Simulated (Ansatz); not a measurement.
# Si6Ge: the cost of one run

Program: Ansatz 0.2.0. Level of theory: DFT PBE, scalar-relativistic, plane waves, PAW, unless a step names another level. These are calculated values, not measurements.

7 further runs of the same task are left out: 4 that didn't finish, 3 set aside as unsound or not needed.

**1. The structure to begin with**

Symmetry: Amm2, No. 38, orthorhombic system. Conventional cell: a = 4.391 Å, b = 5.536 Å, c = 11.268 Å, α = 90.00°, β = 90.00°, γ = 90.00°. Si (site symmetry m) is surrounded by 4 Si at 2.38 to 2.45 Å and 1 Ge at 2.74 Å. Around Si (site symmetry mm2) lie 4 Si at 2.39 to 2.43 Å. Si (site symmetry m) is surrounded by 4 Si at 2.36 to 2.45 Å and 2 Ge at 2.78 Å. Si (site symmetry mm2) is surrounded by 4 Si at 2.38 to 2.43 Å. Around Ge (site symmetry mm2) lie 6 Si at 2.74 to 2.78 Å.

Coordinates:

```xyz
7
Lattice="4.3907 0.0000 0.0000 0.0000 2.7680 5.6339 0.0000 -2.7680 5.6339" Properties=species:S:1:pos:R:3 pbc="T T T"
Si    2.1953    1.1905    2.4719
Si    2.1953   -1.1905    2.4719
Si    2.1953    0.0000    6.3114
Si    0.0000    1.5856    3.4906
Si    0.0000   -1.5856    3.4906
Si    0.0000    0.0000    5.2639
Ge    2.1953    0.0000   10.3444
```

It came out lowest among 25 distinct ends of the trial cells. At a tolerance of 0.05 Å it has space group Amm2 (No. 38).

**2. A stricter relaxation, on the response runs' mesh and smearing**

File input.yaml:

```yaml
crystal:
  lattice:
    - [4.3906769547, 0.0, 0.0]
    - [0.0, 2.768048676, 5.6338775301]
    - [0.0, -2.768048676, 5.6338775301]
  atoms:
    - { symbol: Si, position: [0.5, 0.434415494, 0.0043426579] }
    - { symbol: Si, position: [0.5, 0.0043426579, 0.434415494] }
    - { symbol: Si, position: [0.5, 0.5601316324, 0.5601316324] }
    - { symbol: Si, position: [0.0, 0.5961995633, 0.0233804728] }
    - { symbol: Si, position: [0.0, 0.0233804728, 0.5961995633] }
    - { symbol: Si, position: [0.0, 0.4671648617, 0.4671648617] }
    - { symbol: Ge, position: [0.5, 0.918050566, 0.918050566] }
basis:
  ecutwfc: 420
kpoints:
  mp_grid: { grid: [8, 6, 6] }
hamiltonian:
  xc: pbe
scf:
  occupations: { method: gaussian, width: 0.1 }
output:
  forces: true
  stress: true
  eigenvalues: true
relax:
  adjacent_minimum: "off"
  f_tol: 0.001
  max_steps: 60
  cell: { stress_tol: 0.01 }
```

Started as:

```sh
ansatz run input.yaml --threads 3 --pin off --max-ram 7680MiB --backend cpu --events-out ev --progress --plain --runs-dir out
```

Q: Estimate wall time and peak memory on 3 threads of Intel Xeon Platinum 8488C (Sapphire Rapids), shared host.

About 2.2 min, with a peak of 0.64 GiB.
